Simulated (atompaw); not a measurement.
**A PAW (atompaw) potential for lanthanum, from input to tests**

Do these settings give a usable potential? It is generated, then checked for scattering, ghosts and hardness.

Program: atompaw 4.2.0.5. Reference atom: PBE, scalar-relativistic, spherical and spin-unpolarised. All values are calculated.

## 1. Settings

Typed settings, in words:

```json
{
 "element": "lanthanum (La, Z = 57)",
 "type": "PAW",
 "frozen core": "[Kr] 4d10",
 "valence charge": "11",
 "reference configuration": "4f0 5s2 5p6 5d1 6s1 6p1",
 "partial waves": "5s (bound): rc 2.95 bohr; 6s (bound): rc 3.00 bohr; 5p (bound): rc 2.45 bohr; 6p (bound): rc 3.00 bohr; 5d (bound): rc 3.00 bohr; 5d channel at 1.35 Ry: rc 3.00 bohr; 4f (bound, empty): rc 1.30 bohr; 4f channel at 0.65 Ry: rc 1.30 bohr",
 "local potential": "troulliermartins scheme with l = 4 at 0 Ry, radius 2.60 bohr",
 "core correction": "smooth core density matched at 2.70 bohr",
 "augmentation charge": "sinc compensation charge, radius 2.45 bohr; PAW radius 3.00 bohr; waves and projectors: modrrkj vanderbiltortho"
}
```

An earlier all-electron run gives the scale for the radii.

All-electron outer shells of the reference configuration (PBE, scalar-relativistic, ld1.x):

```
shell  level (eV)  outermost node (bohr)  outermost maximum (bohr)
   4p     -201.12                   0.34                      0.63
   4d     -104.97                   0.32                      0.68
   5s      -40.03                   0.77                      1.41
   5p      -23.49                   0.83                      1.58
   4f       -5.45                      –                      0.75
   6s       -4.28                   1.86                      3.79
   5d       -3.96                   0.95                      2.19
   6p       -1.86                   2.20                      4.93
```

## 2. The generation run

La.input

```
La 57
GGA-PBE scalarrelativistic loggrid 2001 logderivrange -5 5 251
6 6 5 4 0 0
6 0 1
6 1 1
5 2 1
4 3 0
0 0 0
c
c
c
c
v
v
c
c
c
v
v
c
c
v
v
3
3.00 2.45 2.60 2.70
n
n
y
1.35
n
y
0.65
n
modrrkj vanderbiltortho sinc
4 0 troulliermartins
2.95
3.00
2.45
3.00
3.00
3.00
1.30
1.30
PWSCFOUT
UPFDX 0.0125d0 UPFXMIN -7.d0 UPFZMESH 57.d0
END
```

Launch:

```sh
$ atompaw < La.input > La.log
```

**Question.** What will these runs give? Wanted: cutoffs for 10 and 1 mRy, occupied levels; bound ghosts; largest phase difference near zero energy, channels read; lowest eigenvalue of the overlap; share of valence orbitals outside the PAW sphere; UPF file.

**Answer**, as computed:

```
                                                quantity                                              value
               cutoffs for 10 and 1 mRy, occupied levels                                    12 Ry and 21 Ry
                                            bound ghosts                                    s at -103.23 eV
largest phase difference near zero energy, channels read                                          0.240 rad
         lowest eigenvalue of the overlap (Bessel basis)                                          0.004 (f)
        share of valence orbitals outside the PAW sphere  5s 1 %, 6s 84 %, 5p 4 %, 6p 95 %, 5d 39 %, 4f 2 %
                                                UPF file                                            written
```

In words: It has a bound ghost (s), a state that the atom doesn't have, and that rules the file out. The overlap operator is nearly singular (0.004). The potential is soft on the atom at that tolerance: the looser tolerance needs 12 Ry. That counts occupied waves only; other projectors can need more. Of the channels read, f scatters worst near zero energy, by up to 0.24 rad. All of this concerns the isolated atom, not yet a solid.
